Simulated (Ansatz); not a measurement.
# InH3Cl− ([InClH3]-): levels of theory compared

Wanted: a comparison of 6 runs (UHF/STO-3G, HSE06/STO-3G, r2SCAN0/STO-3G, wB97M-V/STO-3G, RPA@PBE/STO-3G, UCCSD(T)/STO-3G) of InH3Cl− ([InClH3]-). 

The calculation is run with Ansatz 0.2.0.

6 further runs of the same task are left out: 6 that didn't finish.

### 1 The structure to begin with

The species is InH3Cl− (5 atoms), meant as a singlet with charge -1. SMILES: `[H][In-]([H])([H])[Cl]`. The Cl2–In1 distance was set to 3.509 Å, away from the relaxed value. At this shape a bond of the SMILES string is far longer than usual.

Bond lengths: In1–H3 1.697 Å, In1–H4 1.696 Å, In1–H5 1.697 Å. Angles: H3–In1–H4 111.9°, H3–In1–H5 112.2°, H4–In1–H5 112.2°.

### 2 A single-point energy at UHF/STO-3G (run 1)

run.yaml

```yaml
crystal:
  periodic: [false, false, false]
  atoms:
    - symbol: In
      position_ang: [-0.009625, 0.011105, -1.345347]
    - symbol: Cl
      position_ang: [0.012800, -0.020350, 2.163640]
    - symbol: H
      position_ang: [1.613315, 0.023865, -1.840577]
    - symbol: H
      position_ang: [-0.825565, 1.421475, -1.815587]
    - symbol: H
      position_ang: [-0.820825, -1.394155, -1.840707]
basis:
  gaussian:
    orbitals: STO-3G
total_charge: -1
magnetization:
  spin_polarized: true
  initial_magnetization: 0
hamiltonian:
  xc: hf
accuracy: high
```

Command:

```console
$ ansatz run run.yaml --threads 1 --pin off --max-ram 2610MiB --events-out events.jsonl --progress --plain --runs-dir runs
```

Output:

```text
Warning: RAYON_NUM_THREADS=1 ignored (pool sized by the plan → 1); use --threads N
Functional definition: HF
  name "HF"
  exchange = exact_x
  correlation = 0
694 factors; integrals over basis functions are off by at most 5.5e-9 eV
mean field evaluation 1: about -167052.9160 eV, gradient 6.1e0 eV
mean field evaluation 2: about -167052.9118 eV, gradient 6.0e0 eV
mean field evaluation 4: about -167053.5580 eV, gradient 2.0e-1 eV
mean field evaluation 8: about -167053.5576 eV, gradient 6.3e-4 eV
mean field -167053.55760944 eV, -6139.1050091785 hartree, gradient 1.0e-8 eV, S^2 0.000000; 0 other end points of the search recorded, 0 dependent functions left out
reference -167053.55760944 eV, -6139.1050091785 hartree; 35, 35 occupied and 4, 4 virtual orbitals, 694 factors
Total energy: -167053.55760944 eV, -6139.1050091785 hartree
```

It took 0.76 s on 1 thread of Arm Neoverse V1, shared host; peak memory 0.12 GiB.

### 3 A single-point energy at HSE06/STO-3G (run 2)

in.yaml

```yaml
crystal:
  periodic: [false, false, false]
  atoms:
    - {symbol: In, position_ang: [-0.009625, 0.011105, -1.345347]}
    - {symbol: Cl, position_ang: [0.012800, -0.020350, 2.163640]}
    - {symbol: H, position_ang: [1.613315, 0.023865, -1.840577]}
    - {symbol: H, position_ang: [-0.825565, 1.421475, -1.815587]}
    - {symbol: H, position_ang: [-0.820825, -1.394155, -1.840707]}
basis:
  gaussian:
    orbitals: STO-3G
total_charge: -1
hamiltonian:
  xc: {name: HSE06}
accuracy: high
```

Command:

```console
$ ansatz run in.yaml --threads 1 --pin off --max-ram 2610MiB --events-out events.jsonl --progress --plain --runs-dir runs
```

Output:

```text
Warning: RAYON_NUM_THREADS=1 ignored (pool sized by the plan → 1); use --threads N
Functional definition: HSE06
  name "HSE06"
  parameter a = 0.25
  parameter omega = 0.11/bohr
  exchange = pbe_x - a*pbe_x_sr(omega) + a*exact_x_sr(omega)
  correlation = pbe_c
694 factors; integrals over basis functions are off by at most 5.5e-9 eV
66 factors; integrals over basis functions are off by at most 1.3e-9 eV
mean field evaluation 1: about -167114.2262 eV, gradient 1.4e1 eV
mean field evaluation 2: about -167112.8655 eV, gradient 1.9e1 eV
mean field evaluation 4: about -167115.3703 eV, gradient 6.8e-1 eV
mean field evaluation 8: about -167115.3236 eV, gradient 4.7e-3 eV
mean field evaluation 16: about -167115.3236 eV, gradient 4.2e-8 eV
mean field -167115.32364248 eV, -6141.3748690265 hartree, gradient 4.2e-8 eV, S^2 0.000000; 0 other end points of the search recorded, 0 dependent functions left out
reference -167115.32364454 eV, -6141.3748691019 hartree; 35, 35 occupied and 4, 4 virtual orbitals, 694 factors
Total energy: -167115.32364454 eV, -6141.3748691019 hartree
```

It took 2.6 s on 1 thread of Arm Neoverse V1, shared host; peak memory 0.13 GiB.

Runs 3 to 5 aren't shown in full; the table further down has their settings and results.

### 4 A single-point energy at UCCSD(T)/STO-3G (run 6)

molecule.yaml

```yaml
crystal:
  periodic: [false, false, false]
  atoms:
    - symbol: In
      position_ang: [-0.009625, 0.011105, -1.345347]
    - symbol: Cl
      position_ang: [0.012800, -0.020350, 2.163640]
    - symbol: H
      position_ang: [1.613315, 0.023865, -1.840577]
    - symbol: H
      position_ang: [-0.825565, 1.421475, -1.815587]
    - symbol: H
      position_ang: [-0.820825, -1.394155, -1.840707]
basis:
  gaussian: {orbitals: STO-3G}
total_charge: -1
magnetization: {spin_polarized: true}
correlation: {method: ccsd_t, frozen_orbitals: {Cl: 5, H: 0, In: 18}}
accuracy: high
scf: {omitted_lower_state_checks: [cluster_reference, increment]}
```

Command:

```console
$ ansatz run molecule.yaml --threads 1 --pin off --max-ram 2610MiB --events-out events.jsonl --progress --plain --runs-dir runs
```

Output, cut to the lines that bear on the results:

```text
Warning: RAYON_NUM_THREADS=1 ignored (pool sized by the plan → 1); use --threads N
[... 2 set-up lines as earlier in the session ...]
[...]
694 factors; integrals over basis functions are off by at most 5.5e-9 eV
[...]
mean field -167053.55760944 eV, -6139.1050091785 hartree, gradient 1.0e-8 eV, S^2 0.000000; 0 other end points of the search recorded, 0 dependent functions left out
23 core orbitals not correlated: weight in the atoms' cores, before any rotation towards them, 1.000 or more for the frozen orbitals, at most 0.000 for the correlated occupied ones
reference -167053.55760944 eV, -6139.1050091785 hartree; 12, 12 occupied and 4, 4 virtual orbitals, 694 factors
second order -0.93225352 eV of doubles, -0.00000000 eV of singles
cycle   1  -1.20416649 eV  change   -2.7e-1 eV  update   5.3e-2
[...]
cycle  19  -1.37582052 eV  change   -1.3e-9 eV  update   1.8e-9
perturbative correction -0.01109494 eV, -0.0004077316 hartree
Total energy: -167054.94452490 eV, -6139.1559773818 hartree
Checks for a lower state left out: cluster_reference, increment
```

Run time: 1 s. Hardware: 1 thread of Arm Neoverse V1, shared host; peak memory 0.12 GiB.

### 5 Overview of the runs

| run | level | frozen core orbitals | energy (Eh) | wall time |
| --- | --- | --- | --- | --- |
| 1 | UHF/STO-3G | – | -6139.105009 | 0.76 s |
| 2 | HSE06/STO-3G | – | -6141.374869 | 2.6 s |
| 3 | r2SCAN0/STO-3G | – | -6142.073466 | 5.1 s |
| 4 | wB97M-V/STO-3G | – | -6141.923210 | 28 s |
| 5 | RPA@PBE/STO-3G | 23 | -6139.185738 | 3.3 s |
| 6 | UCCSD(T)/STO-3G | 23 | -6139.155977 | 1 s |

### 6 Summary of results

```
                                           quantity           value
                                run 6: total energy  -6139.15598 Eh
run 6: correlation energy (23 core orbitals frozen)       -51.0 mEh
                              run 6: (T) correction       -0.41 mEh
                               run 6: T1 diagnostic           0.007
```

In words: Totals of different functionals can't be ranked against each other. In runs 1, 2, 3, 4, 5, 6 the basis is minimal, so the values are rough. In runs 1, 2, 3, 4, 5, 6 relativity is left out where basis or elements ask for it. All runs together took 41 s, the longest 28 s.
